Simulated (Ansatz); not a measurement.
# CH6AlBSSe: a ladder of functionals and wavefunction methods

An exercise on one series of results from a longer session: the logs are not shown, and one member is left open.

Computed with Ansatz 0.2.0, Gaussian basis. Level: functionals in def2-TZVPP, the program's frozen cores in correlated methods.

The runs, in order: PBE-D4, r2SCAN-D4, PBE0-D4, B3LYP-D4, ωB97X-V, ωB97M-V, B2PLYP; CCSD(T)/def2-TZVPP; MP2/def2-QZVPP; extrapolation to the limit.

## The geometry

An earlier PBE0-D4 in a triple-zeta def2 set relaxation fixed the geometry.

SMILES `C[Se][AlH][BH]S`, 11 atoms, charge 0, spin multiplicity 1.

Atoms are counted from 1 here; the program's logs count them from 0.

Bond lengths: C1–Se2 1.963 Å, C1–H6 1.088 Å, C1–H7 1.088 Å, C1–H8 1.088 Å, Se2–Al3 2.310 Å, Al3–B4 2.114 Å, Al3–H9 1.587 Å, B4–S5 1.766 Å, B4–H10 1.198 Å, S5–H11 1.347 Å. Angles: Se2–C1–H6 107.8°, Se2–C1–H7 108.4°, Se2–C1–H8 111.1°, H6–C1–H7 109.8°, H6–C1–H8 109.8°, H7–C1–H8 109.9°, C1–Se2–Al3 102.1°, Se2–Al3–B4 119.8°, Se2–Al3–H9 113.8°, B4–Al3–H9 126.3°, Al3–B4–S5 124.2°, Al3–B4–H10 125.0°, S5–B4–H10 110.9°, B4–S5–H11 101.6°.

The first run:

Contents of in.yaml:

```yaml
crystal:
  periodic: [false, false, false]
  atoms:
    - {symbol: C, position_ang: [-1.883579, -0.080272, 0.572898]}
    - {symbol: Se, position_ang: [-0.626117, -0.867830, 1.857542]}
    - {symbol: Al, position_ang: [1.417626, -0.234932, 0.986391]}
    - {symbol: B, position_ang: [1.500816, 0.779555, -0.866749]}
    - {symbol: S, position_ang: [0.939900, 0.097731, -2.396717]}
    - {symbol: H, position_ang: [-2.590191, -0.854902, 0.282001]}
    - {symbol: H, position_ang: [-2.411173, 0.734852, 1.063188]}
    - {symbol: H, position_ang: [-1.363092, 0.291791, -0.306813]}
    - {symbol: H, position_ang: [2.657764, -0.697391, 1.861658]}
    - {symbol: H, position_ang: [1.939238, 1.882424, -1.026603]}
    - {symbol: H, position_ang: [0.484209, -1.108125, -2.005995]}
basis:
  gaussian: {orbitals: def2-TZVPP}
hamiltonian: {xc: pbe, dispersion: d4}
output: {forces: true, orbitals: {seedname: orbitals}}
```

The run is started by

```bash
$ ansatz run in.yaml --threads 4 --pin off --events-out ev --progress --plain --max-ram 10444MiB
```

Steps of the session up to this table: PBE-D4 (GGA); r2SCAN-D4 (meta-GGA); PBE0-D4 (hybrid); B3LYP-D4 (hybrid); ωB97X-V (range-separated); ωB97M-V (range-separated); B2PLYP (double hybrid); CCSD(T) in def2-TZVPP; MP2 in def2-QZVPP.

One of the session's tables, all rows but one given; the rest of the session is left out.

It belongs to the step «Atomisation energies». 

| method | atomisation energy (kJ/mol) |
| --- | --- |
| PBE-D4 | 3596.3 |
| r2SCAN-D4 | 3576.5 |
| PBE0-D4 | 3555.5 |
| B3LYP-D4 | 3538.1 |
| ωB97X-V | 3560.2 |
| ωB97M-V | ? |
| B2PLYP | 3492.0 |
| HF/def2-TZVPP | 2627.0 |
| MP2/def2-TZVPP | 3487.4 |
| CCSD/def2-TZVPP | 3396.8 |
| CCSD(T)/def2-TZVPP | 3452.5 |
| MP2/CBS | 3579.5 |
| CCSD(T)/CBS | 3544.5 |

Q: Estimate the row for ωB97M-V from the others.

The run gave: atomisation energy (kJ/mol): 3549.3. In the column «atomisation energy (kJ/mol)» it lies between CCSD(T)/CBS (3544.5) and PBE0-D4 (3555.5).
